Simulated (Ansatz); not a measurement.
# CH6S2Si2, SMILES C[SiH]1[SiH2]SS1: a ladder of methods at one geometry

Program: Ansatz's Python interface.

Notebook, run cell by cell (the value of a cell's last expression is shown):

In [1]:
```python
from pathlib import Path

import ansatz as az
from ase import Atoms
import numpy as np
```

In [2]:
```python
atoms = Atoms(["C", "Si", "Si", "S", "S", "H", "H", "H", "H", "H", "H"], positions=[
    (-1.6052, -0.3583, 0.4548),
    (0.0526, 0.2485, 0.748),
    (1.5822, -0.3895, -0.7415),
    (0.6718, 1.0865, -1.9375),
    (0.471, 2.1537, -0.1705),
    (-1.7856, -1.3417, 0.7437),
    (-2.3477, 0.281, 1.0201),
    (-1.9094, -0.2281, -0.6156),
    (0.4574, 0.2472, 2.2269),
    (3.0289, 0.0027, -0.4343),
    (1.4494, -1.7589, -1.2736),
])
mol = az.Crystal.molecule_from_ase(atoms)
```

In [3]:
```python
setup = mol.calculation().basis(gaussian="def2-SVP")
```

In [4]:
```python
print("functional    E (Ha)        dipole (D)   HOMO (eV)  LUMO (eV)")
for name in ["cam_b3lyp", "lda", "r2scan", "blyp"]:
    rep = setup.functional(name).forces().orbitals().run(threads=1, runs_dir="runs").report
    lines = Path(rep["orbitals_path"]).read_text().splitlines()
    field_of = lambda key: [line.split("=")[1].strip() for line in lines if line.startswith(key)]
    orbitals = [(27.211386 * float(e), s, float(n)) for e, s, n in zip(field_of("Ene="), field_of("Spin="), field_of("Occup="))]
    homo = max(e for e, _, n in orbitals if n > 0.5)
    lumo = min(e for e, _, n in orbitals if n < 0.5)
    dipole = 4.803205 * np.linalg.norm(rep["charge_distribution"]["dipole_moment_e_ang"])
    print(f"{name:10s} {rep['free_energy_ev'] / 27.211386246:14.6f} {dipole:9.3f} {homo:11.3f} {lumo:10.3f}")
```
```text
functional    E (Ha)        dipole (D)   HOMO (eV)  LUMO (eV)
cam_b3lyp    -1416.640380     2.645      -7.428      0.208
lda          -1411.193402     2.425      -5.114     -2.215
r2scan       -1416.522573     2.633      -5.368     -1.984
blyp         -1416.586858     2.332      -4.833     -1.803
```

Total energies depend on the basis set; only differences at equal settings carry meaning. The geometry is a force-field or estimated start, not a minimum of this method, and the basis set is short of its limit. A lower total doesn't mark the better method: functionals have no common bound, and MP2 and coupled cluster aren't variational. Levels such as HOMO and LUMO are orbital energies: with these approximate functionals they aren't the ionisation energy and electron affinity, and their gap isn't the fundamental gap. Finished in 30 s on 1 thread of Intel(R) Xeon(R) Platinum 8259CL CPU @ 2.50GHz (Skylake/Cascade Lake), on a shared host, peak memory 0.4 GiB.
